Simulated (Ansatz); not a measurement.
# HF: the cost of one run

All numbers below are computed with Ansatz 0.2.0 (DFT LDA, plane waves, PAW, scalar-relativistic, no spin polarisation).

### Step 1. The system as given

The cell holds 20 atoms (F10H10): a = 6.980 Å, b = 6.980 Å, c = 6.980 Å, α = 90.00°, β = 90.00°, γ = 90.00°.

As a file:

```xyz
20
Lattice="6.9795 0.0000 0.0000 0.0000 6.9795 0.0000 0.0000 0.0000 6.9795" Properties=species:S:1:pos:R:3 pbc="T T T"
F     5.7716    0.1467    4.9924
H     5.9825   -0.0106    4.0964
F     6.1993    2.6104    5.5853
H     6.8448    2.0262    5.9231
F     0.4284    4.1098    3.6545
H     1.0565    4.5173    3.0964
F     4.1543    3.9268    1.4673
H     4.9298    4.0562    1.9714
F     4.9903    0.3776    2.3471
H     5.2923   -0.1164    1.6143
F     3.3420    3.3160    5.5702
H     2.8475    4.0977    5.4415
F     2.1532    0.8954    6.0960
H     1.9487    0.4837    5.2831
F     2.2648    5.9084    4.2546
H     2.7187    6.0086    3.4446
F     0.9632    4.4595    0.3964
H     0.0658    4.6890    0.2781
F     3.1737    1.6874    1.0222
H     3.5798    1.2817    0.2856
```

### Step 2. Relaxing the start

Contents of input.yaml:

```yaml
accuracy: low
crystal:
  lattice:
    - [6.979532, 0.0, 0.0]
    - [0.0, 6.979532, 0.0]
    - [0.0, 0.0, 6.979532]
  atoms:
    - { symbol: F, position: [0.826932, 0.0210202, 0.7152945] }
    - { symbol: H, position: [0.8571562, -0.0015178, 0.5869119] }
    - { symbol: F, position: [0.8882088, 0.3740112, 0.8002395] }
    - { symbol: H, position: [0.9806936, 0.2903002, 0.8486401] }
    - { symbol: F, position: [0.0613847, 0.5888326, 0.523609] }
    - { symbol: H, position: [0.1513757, 0.6472201, 0.4436333] }
    - { symbol: F, position: [0.5952148, 0.5626101, 0.2102342] }
    - { symbol: H, position: [0.7063203, 0.58115, 0.2824521] }
    - { symbol: F, position: [0.7149883, 0.0540956, 0.336277] }
    - { symbol: H, position: [0.7582563, -0.0166751, 0.2312867] }
    - { symbol: F, position: [0.478827, 0.4750977, 0.798075] }
    - { symbol: H, position: [0.407975, 0.5870953, 0.779633] }
    - { symbol: F, position: [0.3084955, 0.1282899, 0.8734094] }
    - { symbol: H, position: [0.2792084, 0.0693014, 0.7569354] }
    - { symbol: F, position: [0.3244885, 0.846537, 0.6095817] }
    - { symbol: H, position: [0.3895302, 0.8608903, 0.4935337] }
    - { symbol: F, position: [0.1380089, 0.6389387, 0.0568004] }
    - { symbol: H, position: [0.0094219, 0.6718257, 0.0398473] }
    - { symbol: F, position: [0.4547127, 0.2417659, 0.1464606] }
    - { symbol: H, position: [0.5129065, 0.1836401, 0.0409217] }
basis:
  ecutwfc: 420.0
kpoints:
  mp_grid: { grid: [1, 1, 1] }
hamiltonian:
  xc: lda
scf:
  occupations: { method: fermi_dirac, width: 0.02 }
  lower_state_search: "off"
relax:
  f_tol: 0.3
  max_steps: 15
  adjacent_minimum: "off"
```

Started as:

```
> ansatz run input.yaml --threads 1 --pin off --max-ram 3072MiB --backend cpu --events-out ev --progress --plain --runs-dir out
```

Q: Estimate wall time and peak memory on 1 thread of Arm Neoverse N1, shared host.

About 30 s, with a peak of 0.32 GiB.
